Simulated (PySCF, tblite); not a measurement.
# C4H9FO2Si2: geometry, infrared bands and NMR shifts

What infrared bands and NMR shifts should C4H9FO2Si2 (`O=C(O)[SiH2]C/C([SiH3])=C\F`) show?

The runs use tblite 0.8.0 and PySCF 2.14.0, with density-fitted response routines of our own; the level of theory stands in each step. All values are computed, except where a source is named. Atoms count from 0, in the outputs and in this text.

**1. Starting geometry**

18 atoms, charge 0, multiplicity 1; geometry from: force field or distance geometry start.

Bonds of the start (Å): O0–C1 1.21, C1–O2 1.37, C1–Si3 1.88, Si3–C4 1.89, C4–C5 1.52, C5–Si6 1.86, C5–C7 1.33, C7–F8 1.35, O2–H9 0.97, Si3–H10 1.50, Si3–H11 1.49, C4–H12 1.10, C4–H13 1.10, Si6–H14 1.48, Si6–H15 1.50, Si6–H16 1.48, C7–H17 1.09.

**2. Relaxing the molecule with GFN2-xTB**

The job: settings as JSON, then the geometry in Å.

```
{"job": {"kind": "relax", "xc": "GFN2-xTB", "basis": "xTB"}, "charge": 0, "multiplicity": 1}
O      2.983200     0.375900    -1.583300
C      2.952100     0.244300    -0.378000
O      4.121700     0.117000     0.330000
Si     1.301100     0.207600     0.520600
C     -0.092600    -0.313000    -0.639700
C     -1.487000    -0.417000    -0.045100
Si    -2.467600     1.156000     0.137500
C     -2.007500    -1.593700     0.301800
F     -1.322300    -2.751300     0.157300
H      4.815400     0.169800    -0.347100
H      1.327200    -0.744500     1.683800
H      0.963700     1.537600     1.097300
H     -0.109500     0.382900    -1.488200
H      0.200600    -1.281900    -1.076400
H     -1.869100     2.229000    -0.692000
H     -2.452200     1.572000     1.576100
H     -3.869200     0.914600    -0.276600
H     -2.996500    -1.798700     0.710400
```

On the command line:

```
$ OMP_NUM_THREADS=1 python probes_run.py task.json out
```

One launch serves the whole session: the jobs run in the order shown.

**Question.** This job is followed by: GFN2-xTB harmonic vibrations, gas phase; GIAO PBE0/pcSseg-1 NMR shielding, non-relativistic, gas phase. What will the session give for the following? strongest single infrared mode (GFN2-xTB); zero-point energy (GFN2-xTB); 13C shifts against TMS (PBE0/pcSseg-1); 1H shifts against TMS (PBE0/pcSseg-1, means over atoms taken as alike); 17O shifts against H2O (PBE0/pcSseg-1); 29Si shifts against TMS (PBE0/pcSseg-1); 19F shifts against CFCl3 (PBE0/pcSseg-1).

**Answer**, as computed:

| quantity | value |
| --- | --- |
| strongest single infrared mode (GFN2-xTB) | 2254 cm⁻¹, 385 km/mol |
| zero-point energy (GFN2-xTB) | 71.7 kcal/mol |
| 13C shifts against TMS (PBE0/pcSseg-1) | 185.3, 161.4, 113.2, 10.8 ppm |
| 1H shifts against TMS (PBE0/pcSseg-1, means over atoms taken as alike) | 6.79, 6.70, 4.43, 4.17, 2.26 ppm |
| 17O shifts against H2O (PBE0/pcSseg-1) | 509.7, 240.0 ppm |
| 29Si shifts against TMS (PBE0/pcSseg-1) | -63.5, -74.0 ppm |
| 19F shifts against CFCl3 (PBE0/pcSseg-1) | -87.9 ppm |

In words: Relaxing lowered the energy by 0.264 eV in 116 steps; the close pair that moved most is Si3–H10, from 1.503 to 1.461 Å. All 48 modes are real, so the xTB geometry is a minimum. The strongest single mode, at 2254 cm⁻¹, moves mainly H14. GFN2-xTB is a fitted tight-binding method: band positions and strengths are rough. Its intensities can rank the bands wrongly. At PBE0/pcSseg-1: The largest span, 760 ppm, is at O0, where the paramagnetic term is -576 ppm.
